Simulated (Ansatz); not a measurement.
This script drives Ansatz 0.2.0, Python API.

`dfpt_w.py`
```python
# -*- coding: utf-8 -*-
"""Zone-centre and zone-boundary phonons of W by linear response."""

from pathlib import Path
import warnings

import ansatz as az
import numpy as np

warnings.simplefilter("ignore", az.DeckWarning)

vectors = np.array([
    [0.0, 2.03, 2.03],
    [2.03, 0.0, 2.03],
    [2.03, 2.03, 0.0],
])
cell = az.Lattice.of(vectors).atom("W", (0.0, 0.0, 0.0))

calculation = cell.calculation()
calculation = calculation.functional(az.Functional.PBESOL, dispersion="d3bj").basis(420, density_ratio=6)
calculation = calculation.occupations("methfessel_paxton", width=0.15).scf(max_iterations=150, lower_state_search="off")
calculation = calculation.kpoints(14, 14, 14)
calculation = calculation.phonons("dfpt", points=[(0, 0, 0), (0.5, 0.5, 0), (0.5, 0, 0.5)])
result = calculation.run(threads=1, runs_dir="runs")
ph = result.phonons

for q in ph.qpoints:
    print("q =", np.round(q.q_frac, 3), "1/cm:", " ".join(f"{w:.1f}" for w in q.omega_inv_cm))
```

It is started by `python dfpt_w.py`. Estimate its wall time and peak memory on 1 thread of Intel(R) Xeon(R) Platinum 8259CL CPU @ 2.50GHz (Skylake/Cascade Lake), on a shared host.

It took about 46 s, with a peak of 0.6 GiB, for 1 run of the engine.

Output of `python dfpt_w.py`:
```text
q = [0. 0. 0.] 1/cm: 0.0 0.0 0.0
q = [0.5 0.5 0. ] 1/cm: 89.7 89.7 193.3
q = [0.5 0.  0.5] 1/cm: 89.7 89.7 193.3
```

These settings explore the input space; cutoff and mesh may be short of convergence. The cell isn't relaxed first, so the values belong to this volume. Dispersion corrections can be off by several per cent in the lattices of metals, and by several GPa in the pressure at a fixed cell. Spin-orbit coupling, which matters for elements this heavy, is left out. This isn't the structure that W takes at ambient conditions. The structure is taken as given; imaginary modes can come from an unrelaxed or unstable start. Phonons of metals also depend on mesh and smearing.
